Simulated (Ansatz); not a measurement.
# HfCl4 (singlet): geometry optimisation

Where does this start of HfCl4 (singlet) end when it is relaxed?

Computed with Ansatz 0.2.0, Gaussian basis. Level: RKS PBE0/def2-TZVP.

**1. Starting geometry**

5 atoms, charge 0, spin multiplicity 1.

Atoms are counted from 1 here; the program's logs count them from 0.

Bond lengths: Hf1–Cl2 2.244 Å, Hf1–Cl3 2.244 Å, Hf1–Cl4 2.244 Å, Hf1–Cl5 2.244 Å. Angles: Cl2–Hf1–Cl3 109.5°, Cl2–Hf1–Cl4 109.5°, Cl2–Hf1–Cl5 109.5°, Cl3–Hf1–Cl4 109.5°, Cl3–Hf1–Cl5 109.5°, Cl4–Hf1–Cl5 109.5°.

Geometry (Å):

```
Hf    0.0000    0.0000    0.0000
Cl    1.2943    1.2970    1.2954
Cl   -1.2975   -1.2935    1.2957
Cl   -1.2936    1.2942   -1.2989
Cl    1.2968   -1.2976   -1.2923
```

The start was built by rule and, where that kept it together, relaxed with GFN2-xTB. Sticks and bond lists go by distance. No spin-orbit coupling is included. Elements past krypton take def2 core potentials.

**2. Relaxation**

in.yaml

```yaml
crystal:
  periodic: [false, false, false]
  atoms:
    - {symbol: Hf, position_ang: [0.000000, 0.000000, 0.000000]}
    - {symbol: Cl, position_ang: [1.294294, 1.296966, 1.295448]}
    - {symbol: Cl, position_ang: [-1.297487, -1.293532, 1.295687]}
    - {symbol: Cl, position_ang: [-1.293650, 1.294172, -1.298881]}
    - {symbol: Cl, position_ang: [1.296843, -1.297605, -1.292254]}
basis:
  gaussian: {orbitals: def2-TZVP}
hamiltonian: {xc: pbe0}
relax: {f_tol: 0.004, max_steps: 80}
```

Started as:

```
$ ansatz run in.yaml --threads 1 --pin off --events-out ev --progress --plain --max-ram 2176MiB
```

Q: Predict the outcome of this session. Wanted: energy gained; shift from the start; total energy; dipole moment.

The runs gave:

| quantity | value |
| --- | --- |
| steps | 4 |
| energy gained | 0.240 eV |
| shift from the start (rms) | 0.067 Å |
| total energy | -51391.2107 eV |
| dipole moment | 0.00 D |

In words: The bonds of the start are those of the end. Hf1–Cl4 went from 2.244 to 2.319 Å. No vibrations were run, so this is a stationary point, not a proven minimum, and this spin need not be the ground state's.
